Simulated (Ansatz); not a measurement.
# CH4SiTe, SMILES C1[SiH2][Te]1: a search for lower mean-field states

Computed with the Ansatz DFT code, driven from Python.

Input file `ch4site.xyz`:
```text
7

C    -0.61620   -0.40980   -0.46560
Si    0.65440    0.53660    0.40330
Te    0.03420   -1.89240    0.80470
H    -0.36730   -0.52570   -1.55410
H    -1.68280   -0.01590   -0.24370
H     0.14770    1.49060    1.41640
H     1.89130    0.74850   -0.40680
```

At the Python prompt:
```pycon
>>> import ansatz as az
>>> import numpy as np
>>> mol = az.Crystal.molecule_from_extxyz("ch4site.xyz")
>>> symbols = [site.symbol for site in mol.cartesian_sites]
>>> start = np.array([site.position_ang for site in mol.cartesian_sites])
>>> for factor in [1.0, 1.3]:
...     xyz = (start - start.mean(axis=0)) * factor
...     scaled = az.Crystal.molecule()
...     for symbol, place in zip(symbols, xyz):
...         scaled = scaled.atom(symbol, place.tolist())
...     calc = (
...         scaled.calculation()
...         .basis(gaussian="def2-SVP")
...         .functional("hf")
...         .spin("collinear")  # two spin channels
...     )
...     for search in ("off", "standard"):
...         try:
...             r = calc.scf(lower_state_search=search).run(threads=1, backend="cpu").report
...         except az.AnsatzError as error:
...             print(f"x{factor} search {search}: {type(error).__name__}")
...             continue
...         state = r["mean_field"]["state"]
...         print(f"all distances x{factor}, search {search:8s} E = {r['free_energy_ev']:.5f} eV  <S^2> = {abs(state['spin_squared']):.3f}  other states met: {len(r['mean_field']['others'])}")
...
all distances x1.0, search off      E = -16216.97148 eV  <S^2> = 0.000  other states met: 0
all distances x1.0, search standard E = -16216.97148 eV  <S^2> = 0.000  other states met: 0
all distances x1.3, search off      E = -16208.08328 eV  <S^2> = 0.000  other states met: 0
all distances x1.3, search standard E = -16209.15141 eV  <S^2> = 1.420  other states met: 8
```

What to keep in mind:
- Total energies depend on the basis set; only differences at equal settings carry meaning.
- The count of other states can hold repeated and symmetry-equivalent ends of the search; scaling all distances is a test, and for more than two atoms no physical path.
- The geometry comes from a force field and isn't relaxed at this level.
- def2 sets replace the cores of elements past krypton by effective core potentials.
- The expectation value of S² is noticeably off S(S+1) in at least one run, so that state is spin-contaminated.
- Timing: 19 s on 1 thread of AMD EPYC 7B13 (Zen 3), with other jobs on the host, peak memory 0.29 GiB.
